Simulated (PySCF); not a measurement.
# C5H9B2N: spin-spin couplings

Wanted: the spin-spin couplings of C5H9B2N (`CB1C=CB(N)C=C1`), by calculation.

Programs: PySCF 2.14.0, with density-fitted response routines of our own. Each step states its level of theory. These are calculated values for one molecule in the gas phase, unless marked as measured. Atoms count from 0, in the outputs and in this text.

## 1. The starting structure

17 atoms, charge 0, multiplicity 1; geometry from: GFN2-xTB.

Bonds of the start (Å): C0–B1 1.58, B1–C2 1.56, C2–C3 1.34, C3–B4 1.56, B4–N5 1.39, B4–C6 1.56, C6–C7 1.34, C7–B1 1.56, C0–H8 1.09, C0–H9 1.09, C0–H10 1.09, C2–H11 1.09, C3–H12 1.09, N5–H13 1.01, N5–H14 1.01, C6–H15 1.09, C7–H16 1.09.

## 2. Indirect couplings: B3LYP/pcJ-1

What the job is given:

```
{"job": {"kind": "j", "xc": "B3LYP", "basis": "pcJ-1"}, "charge": 0, "multiplicity": 1}
C     -2.824197     0.142769    -0.178503
B     -1.250156     0.057108    -0.087507
C     -0.438110     1.174708     0.629184
C      0.899438     1.110182     0.731734
B      1.686563    -0.094694     0.120648
N      3.066424    -0.180194     0.240139
C      0.875702    -1.199822    -0.631749
C     -0.461700    -1.121487    -0.727014
H     -3.304903    -0.804809    -0.412726
H     -3.094738     0.839290    -0.974122
H     -3.276042     0.536315     0.730648
H     -0.955001     2.026324     1.067104
H      1.432718     1.908254     1.245741
H      3.627501     0.507299     0.715974
H      3.611926    -0.937548    -0.137136
H      1.392627    -2.043379    -1.085822
H     -0.995050    -1.908287    -1.256503
```

Level: B3LYP/pcJ-1 indirect spin-spin coupling, non-relativistic, gas phase.

The run is started by

```bash
$ OMP_NUM_THREADS=1 python probes_run.py task.json out
```

One launch serves the whole session: the jobs run in the order shown.

Predict these results of the whole session: largest coupling of the table (B3LYP/pcJ-1).

**Answer**, as computed:

| quantity | value |
| --- | --- |
| largest coupling of the table (B3LYP/pcJ-1) | ¹J(C,H) C2–H11, 144.3 Hz |

Of the pairs tabulated at B3LYP/pcJ-1, C2–H11 (mean over like pairs) couples most strongly (144.3 Hz; Fermi contact 143.6 Hz).
